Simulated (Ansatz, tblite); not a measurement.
# [TcS4]-: charged states by level of theory

The task here is to estimate one member of a computed series from the others.

Computed with Ansatz 0.2.0, Gaussian basis. Level: as each input shows.

Levels to be run: charge 0 doublet, at the geometry of the singlet (PBE0-D4/def2-TZVPD, PBE-D4/def2-TZVPD, r2SCAN-D4/def2-TZVPD, LDA/def2-TZVPD, HSE06-D4/def2-TZVPD, r2SCANh-D4/def2-TZVPD, LC-ωPBE(0.10)/def2-TZVPD, LC-ωPBE(0.15)/def2-TZVPD, LC-ωPBE(0.20)/def2-TZVPD, LC-ωPBE(0.30)/def2-TZVPD, CCSD(T)/def2-SVPD); charge 0 doublet, relaxed (PBE0-D4/def2-TZVPD, PBE-D4/def2-TZVPD); the starting singlet's energies come from earlier runs.

3 further runs of the same task are left out: 2 that didn't finish, 1 set aside as unsound or not needed.

## The geometry

The geometry is that of the singlet, from an earlier relaxation (PBE0-D4/def2-SVPD).

5 atoms, charge -1, spin multiplicity 1.

Atoms are counted from 1 here; the program's logs count them from 0.

Bond lengths: Tc1–S2 2.122 Å, Tc1–S3 2.122 Å, Tc1–S4 2.122 Å, Tc1–S5 2.122 Å. Angles: S2–Tc1–S3 109.5°, S2–Tc1–S4 109.5°, S2–Tc1–S5 109.5°, S3–Tc1–S4 109.5°, S3–Tc1–S5 109.5°, S4–Tc1–S5 109.5°.

Formally the metal is d0. Tc takes a core potential in the def2 sets. No spin-orbit coupling is included. The ion is computed in the gas phase, without counter-ions or solvent.

The first run:

Contents of in.yaml:

```yaml
crystal:
  periodic: [false, false, false]
  atoms:
    - {symbol: Tc, position_ang: [-0.000002, 0.000000, -0.000017]}
    - {symbol: S, position_ang: [0.010282, -0.017045, 2.121982]}
    - {symbol: S, position_ang: [1.997277, 0.010294, -0.716986]}
    - {symbol: S, position_ang: [-1.007751, 1.736007, -0.688512]}
    - {symbol: S, position_ang: [-0.999816, -1.729266, -0.716468]}
basis:
  gaussian: {orbitals: def2-SVP}
magnetization: {spin_polarized: true, initial_magnetization: 1}
hamiltonian: {xc: pbe0, dispersion: d4}
output: {orbitals: {seedname: orbitals}}
```

Started as:

```sh
ansatz run in.yaml --threads 2 --pin off --events-out ev --progress --plain --max-ram 4352MiB
```

Steps of the session up to this table: Charge 0 doublet at the fixed geometry, first pass, PBE0-D4/def2-SVP; Charge 0 doublet at the fixed geometry, PBE0-D4/def2-TZVPD; Charge 0 doublet at the fixed geometry, PBE-D4/def2-TZVPD; Charge 0 doublet at the fixed geometry, r2SCAN-D4/def2-TZVPD; Charge 0 doublet at the fixed geometry, LDA/def2-TZVPD; Charge 0 doublet at the fixed geometry, HSE06-D4/def2-TZVPD; Charge 0 doublet at the fixed geometry, r2SCANh-D4/def2-TZVPD; Charge 0 doublet at the fixed geometry, LC-ωPBE(0.10)/def2-TZVPD; Charge 0 doublet at the fixed geometry, LC-ωPBE(0.15)/def2-TZVPD; Charge 0 doublet at the fixed geometry, LC-ωPBE(0.20)/def2-TZVPD; Charge 0 doublet at the fixed geometry, LC-ωPBE(0.30)/def2-TZVPD; Charge 0 doublet at the fixed geometry, CCSD(T)/def2-SVPD.

One table of the session follows, with a row left open; its other results are not shown here.

It belongs to the step «Vertical ionisation energy». Beside −ε(HOMO) of the starting state:

```
                level  −ε(HOMO) (eV)  by difference (eV)  mismatch (eV)
       LDA/def2-TZVPD           1.72                4.13          -2.41
    PBE-D4/def2-TZVPD           1.59                3.98          -2.39
 r2SCAN-D4/def2-TZVPD              ?                   ?              ?
r2SCANh-D4/def2-TZVPD           2.17                4.12          -1.95
   PBE0-D4/def2-TZVPD           2.55                4.10          -1.55
  HSE06-D4/def2-TZVPD           2.17                4.09          -1.92
```

**Question.** Estimate the row for r2SCAN-D4/def2-TZVPD.

**Answer.** −ε(HOMO) (eV): 1.82; by difference (eV): 4.10; mismatch (eV): -2.29. In the column «−ε(HOMO) (eV)» it lies between LDA/def2-TZVPD (1.72) and r2SCANh-D4/def2-TZVPD (2.17).

To keep in mind: Doubts: state flagged by the program, large T1 diagnostic, spin contamination. CCSD(T)/def2-SVPD is no safe reference here (large T1 diagnostic, restricted state is unstable towards broken spin symmetry, spin contamination, state flagged by the program).
